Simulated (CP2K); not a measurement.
SiO under changes of volume

One of the cells (11.058 Å³/atom); the others are scaled copies at fixed shape and fractional positions:

```
Si O
1.0
     2.80697    0.00000    0.00000
     0.00000    2.80697    0.00000
     0.00000    0.00000    2.80697
Si O
1 1
Direct
  0.00000 0.00000 0.00000
  0.50000 0.50000 0.50000
```

The cell was built by a generator and needn't be a form met in nature.

- Program: CP2K 2026.2
- Functional: PBEsol
- Potentials or basis: POTENTIAL_UZH Si GTH-PBE-q4, O GTH-PBE-q6; TZVP-MOLOPT-PBE-GTH basis
- Density cutoff: 8163 eV
- k mesh: 9 × 9 × 9
- Occupations: fermi-dirac, width 0.01 eV
- Spin: no spin polarisation

```csv
volume (Å³/atom),energy over the lowest point (meV/atom),pressure (GPa)
10.395,6.12,5.1
10.616,?,?
10.837,0.00,-0.8
11.058,3.01,-3.5
11.279,9.59,-6.0
11.500,19.38,-8.2
11.722,32.04,-10.2
```

Q: What does the run at 10.616 Å³/atom give?

A: Energy over the lowest point 0.95 meV/atom; pressure 2.2 GPa.

Worked out: A Birch-Murnaghan fit of order 3 (a polynomial in V^(-2/3)) to the other rows has its minimum at 10.77 Å³/atom with B0 = V·E''(V) = 143 GPa and B' = 4.1. It gives 0.87 meV/atom at 10.616 Å³/atom, against the run's 0.95, and -dE/dV = 2.2 GPa, against 2.2.

Energies are extrapolated to zero smearing.

Caveats: the potentials were made for another functional, which shifts forces and pressure; the basis of atomic orbitals isn't converged, which shifts pressures, moduli and gaps.
